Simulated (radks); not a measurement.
**He in 1s1 2s1: an all-electron calculation**

Wanted: eigenvalues, radial structure and energy terms of neutral helium.

The numbers are computed with radks (a radial shooting solver on a logarithmic mesh, Libxc functionals) version 1 (Dirac Kohn-Sham, Wu-Cohen GGA, spin-unpolarised, spherical densities, finite nucleus), except any that are marked as measured or tabulated.

### 1 The atom as given

```
element            : helium (Z = 2)
charge             : 0
electrons          : 2
configuration      : 1s1 2s1
nuclear rms radius : 1.6755 fm
```

Outer shells as boxes (Hund's rule):

He
```
1s [↑ ]
2s [↑ ]
```

### 2 Self-consistent calculation

Settings of this run:

```text
Z 2
configuration 1s1 2s1 2p0 3s0 3d0
relativity Dirac
functional wc,pbe
spin unpolarised
j_filling energy
nucleus finite rms 1.6755 fm
c 137.035999084
```

The run is started by

```sh
$ python run_ks.py task.json out
```

All runs below come from this command, one after another.

**Question.** What will this run give?

As calculated:

```
                        quantity                   value
                    total energy        -2.05511 hartree
exchange-correlation share of it                 29.09 %
                            −T/E                  0.9894
          highest occupied level        2s1/2, -2.494 eV
    most extended occupied level  2s1/2, <r> = 4.51 bohr
 radius at density 0.001 e/bohr³               4.30 bohr
    maxima of the radial density                       2
```

What this shows: 2 principal shells are occupied and 2 maxima appear in the radial density. This is not the tabulated ground configuration, so its levels and sizes aren't those of the ground state, and no measured value stands beside it.
